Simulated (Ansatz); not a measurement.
# C2H7NSe: up Jacob's ladder to CCSD(T)

One table from this session's results is given with a row withheld; the runs are named, their logs left out.

Method: functionals in def2-TZVPP, the program's frozen cores in correlated methods; program: Ansatz 0.2.0, Gaussian basis.

Levels to be run: PBE-D4, r2SCAN-D4, PBE0-D4, B3LYP-D4, ωB97X-V, ωB97M-V, B2PLYP; CCSD(T)/def2-TZVPP; MP2/def2-QZVPP; extrapolation to the limit.

**The relaxed structure**

All runs share one geometry, relaxed beforehand with PBE0-D4 in a triple-zeta def2 set.

SMILES `CNC[SeH]`, 11 atoms, charge 0, spin multiplicity 1.

Atoms are counted from 1 here; the program's logs count them from 0.

Bond lengths: C1–N2 1.447 Å, C1–H5 1.091 Å, C1–H6 1.102 Å, C1–H7 1.093 Å, N2–C3 1.434 Å, N2–H8 1.012 Å, C3–Se4 1.963 Å, C3–H9 1.091 Å, C3–H10 1.099 Å, Se4–H11 1.468 Å. Angles: N2–C1–H5 109.4°, N2–C1–H6 114.0°, N2–C1–H7 109.5°, H5–C1–H6 108.3°, H5–C1–H7 107.6°, H6–C1–H7 107.7°, C1–N2–C3 113.1°, C1–N2–H8 111.2°, C3–N2–H8 109.9°, N2–C3–Se4 108.3°, N2–C3–H9 109.0°, N2–C3–H10 115.3°, Se4–C3–H9 108.4°, Se4–C3–H10 107.3°, H9–C3–H10 108.3°, C3–Se4–H11 95.2°.

The first run:

Input file in.yaml:

```yaml
crystal:
  periodic: [false, false, false]
  atoms:
    - {symbol: C, position_ang: [-0.563403, 1.483313, 0.223378]}
    - {symbol: N, position_ang: [-0.281684, 0.132848, 0.661610]}
    - {symbol: C, position_ang: [0.542230, -0.596097, -0.258369]}
    - {symbol: Se, position_ang: [0.981758, -2.330727, 0.549027]}
    - {symbol: H, position_ang: [-1.223306, 1.968953, 0.944162]}
    - {symbol: H, position_ang: [-1.032827, 1.543618, -0.772021]}
    - {symbol: H, position_ang: [0.366793, 2.056796, 0.187281]}
    - {symbol: H, position_ang: [-1.135825, -0.379840, 0.840398]}
    - {symbol: H, position_ang: [1.470205, -0.044385, -0.417172]}
    - {symbol: H, position_ang: [0.088243, -0.797385, -1.239128]}
    - {symbol: H, position_ang: [0.853212, -3.094295, -0.698566]}
basis:
  gaussian: {orbitals: def2-TZVPP}
hamiltonian: {xc: pbe, dispersion: d4}
output: {forces: true, orbitals: {seedname: orbitals}}
```

The run is started by

```
$ ansatz run in.yaml --threads 4 --pin off --events-out ev --progress --plain --max-ram 10444MiB
```

Steps of the session up to this table: PBE-D4 (GGA); r2SCAN-D4 (meta-GGA); PBE0-D4 (hybrid); B3LYP-D4 (hybrid); ωB97X-V (range-separated); ωB97M-V (range-separated); B2PLYP (double hybrid); CCSD(T) in def2-TZVPP; MP2 in def2-QZVPP.

One table of the session follows, with a row left open; its other results are not shown here.

```
            method  atomisation energy (kJ/mol)
            PBE-D4                       3895.3
         r2SCAN-D4                       3805.2
           PBE0-D4                       3825.2
          B3LYP-D4                       3821.0
           ωB97X-V                       3822.3
           ωB97M-V                       3814.5
            B2PLYP                       3769.2
     HF/def2-TZVPP                            ?
    MP2/def2-TZVPP                       3738.7
   CCSD/def2-TZVPP                       3655.2
CCSD(T)/def2-TZVPP                       3711.3
           MP2/CBS                       3841.4
       CCSD(T)/CBS                       3813.9
```

**Question.** Estimate the row for HF/def2-TZVPP.

As computed: atomisation energy (kJ/mol): 2680.9. In the column «atomisation energy (kJ/mol)» it is the lowest.

Limits of these values: Free atoms (2 C, 1 N, 1 Se, 7 H) were run apart at each level; the atomisation energy is their sum less the molecule, without zero-point or spin-orbit terms.
